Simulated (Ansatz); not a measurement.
**Al₂Ga+ (quintet): wave-function methods side by side, cc-pVTZ**

An exercise on one series of results from a longer session: the logs are not shown, and one member is left open.

Program: Ansatz 0.2.0, Gaussian basis. Level of theory: cc-pVTZ, core rule «outside noble gas», up to 24 orbitals frozen. These are calculated values, not measurements.

Plan: UHF; CCSD(T) on ROHF; CCSD(T) on UHF; BCCD(T) on ROHF; CCSDT(Q) on ROHF; CCSDT(Q) on UHF; CASSCF and MRCISD+Q, 8 electrons in 12 orbitals; CASSCF and NEVPT2, 8 electrons in 12 orbitals.

5 further runs of the same task are left out: 5 set aside as unsound or not needed.

### The system

The geometry is a PBE0/def2-TZVP stationary point (not a proven minimum) of the parent state, kept for this charge and spin. No spin-orbit coupling is included. The filled d shell of Ga may be among the frozen orbitals whatever the setting's name suggests; the logs give the count.

3 atoms, charge 1, spin multiplicity 5.

Atoms are counted from 1 here; the program's logs count them from 0.

Bond lengths: Al1–Al2 2.581 Å, Al2–Ga3 2.573 Å. Angles: Al1–Al2–Ga3 70.0°.

Coordinates:

```xyz
3

Al    0.0000   -1.0073    1.7779
Al    0.0000    1.4386    0.9534
Ga    0.0000   -0.1669   -1.0570
```

Set-up of the first run:

in.yaml

```yaml
crystal:
  periodic: [false, false, false]
  atoms:
    - {symbol: Al, position_ang: [0.000000, -1.007251, 1.777914]}
    - {symbol: Al, position_ang: [0.000000, 1.438625, 0.953445]}
    - {symbol: Ga, position_ang: [0.000000, -0.166934, -1.056986]}
basis:
  gaussian: {orbitals: cc-pVTZ}
total_charge: 1
magnetization: {spin_polarized: true, initial_magnetization: 4}
hamiltonian: {xc: hf}
output: {orbitals: {seedname: orbitals}}
```

The run is started by

```console
ansatz run in.yaml --threads 1 --pin off --events-out ev --progress --plain --max-ram 4096MiB --backend cpu
```

Among the steps run: UHF; CCSD(T) on ROHF; CCSD(T) on UHF; BCCD(T) on ROHF; CCSDT(Q) on ROHF; CCSDT(Q) on UHF; CASSCF and MRCISD+Q, 8 electrons in 12 orbitals; CASSCF and NEVPT2, 8 electrons in 12 orbitals.

One of the session's tables, all rows but one given; the rest of the session is left out.

| method | from RCCSDT(Q) (meV) |
| --- | --- |
| ROHF | +4466.8 |
| UHF | +4204.2 |
| RMP2 | +1055.2 |
| UMP2 | +1131.1 |
| RCCSD | +352.5 |
| UCCSD | ? |
| RCCSD(T) | +80.1 |
| UCCSD(T) | +76.4 |
| BCCD(T) | +79.4 |
| RCCSDT | +24.8 |
| UCCSDT | +14.4 |
| RCCSDT(Q) | 0 |
| UCCSDT(Q) | -9.9 |
| CASSCF valence | +2239.3 |
| NEVPT2 valence | +552.2 |
| MRCISD valence | +158.8 |
| MRCISD+Q valence | +15.3 |

**Question.** Estimate the row for UCCSD.

**Answer.** from RCCSDT(Q) (meV): +331.0. In the column «from RCCSDT(Q) (meV)» it lies between MRCISD valence (+158.8) and RCCSD (+352.5).

To keep in mind: Restricted and unrestricted rows rest on different reference determinants; where their highest levels disagree by more than a few hundredths of an eV, they describe different states and don't form one ladder.
